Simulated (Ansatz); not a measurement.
# CaC2: the cost of one run

Computed with Ansatz 0.2.0 (DFT PBEsol, scalar-relativistic, plane waves, PAW, unless a step's input says otherwise).

### Step 1. The structure to begin with

The structure is orthorhombic, space group Pnnm (No. 58). The conventional cell has a = 4.407 Å, b = 5.904 Å, c = 3.897 Å, α = 90.00°, β = 90.00°, γ = 90.00°. Around Ca (site symmetry 2/m) lie 6 C at 2.62 Å. C (site symmetry m) is surrounded by 1 C at 1.26 Å.

Structure file:

```cif
data_structure
_symmetry_space_group_name_H-M 'P 1'
_symmetry_Int_Tables_number 1
_cell_length_a 4.4072
_cell_length_b 5.9043
_cell_length_c 3.8973
_cell_angle_alpha 90.000
_cell_angle_beta 90.000
_cell_angle_gamma 90.000
_cell_volume 101.42
loop_
_atom_site_label
_atom_site_type_symbol
_atom_site_fract_x
_atom_site_fract_y
_atom_site_fract_z
_atom_site_occupancy
Ca1 Ca 0.00000 0.00000 0.00000 1
Ca2 Ca 0.50000 0.50000 0.50000 1
C1 C 0.88666 0.56447 0.00000 1
C2 C 0.61334 0.06447 0.50000 1
C3 C 0.38666 0.93553 0.50000 1
C4 C 0.11334 0.43553 0.00000 1
```

Source of the structure: the Materials Project (structure only).

### Step 2. A first look at the start

The input, input.yaml:

```yaml
crystal:
  lattice:
    - [4.407233, 0.0, 0.0]
    - [0.0, 5.904349, 0.0]
    - [0.0, 0.0, 3.897343]
  atoms:
    - { symbol: Ca, position: [0.0, 0.0, 0.0] }
    - { symbol: Ca, position: [0.5, 0.5, 0.5] }
    - { symbol: C, position: [0.886657, 0.564468, 0.0] }
    - { symbol: C, position: [0.613343, 0.064468, 0.5] }
    - { symbol: C, position: [0.386657, 0.935532, 0.5] }
    - { symbol: C, position: [0.113343, 0.435532, 0.0] }
basis:
  ecutwfc: 420
kpoints:
  mp_grid: { grid: [4, 4, 6] }
hamiltonian:
  xc: pbesol
scf:
  occupations: { method: gaussian, width: 0.1 }
output:
  forces: true
  stress: true
  eigenvalues: true
```

Command:

```sh
ansatz run input.yaml --threads 4 --pin off --max-ram 5120MiB --backend cpu --events-out ev --progress --plain --runs-dir out
```

What time and memory should one allow on 4 threads of an Arm CPU, shared host?

About 1.6 s, with a peak of 0.4 GiB.
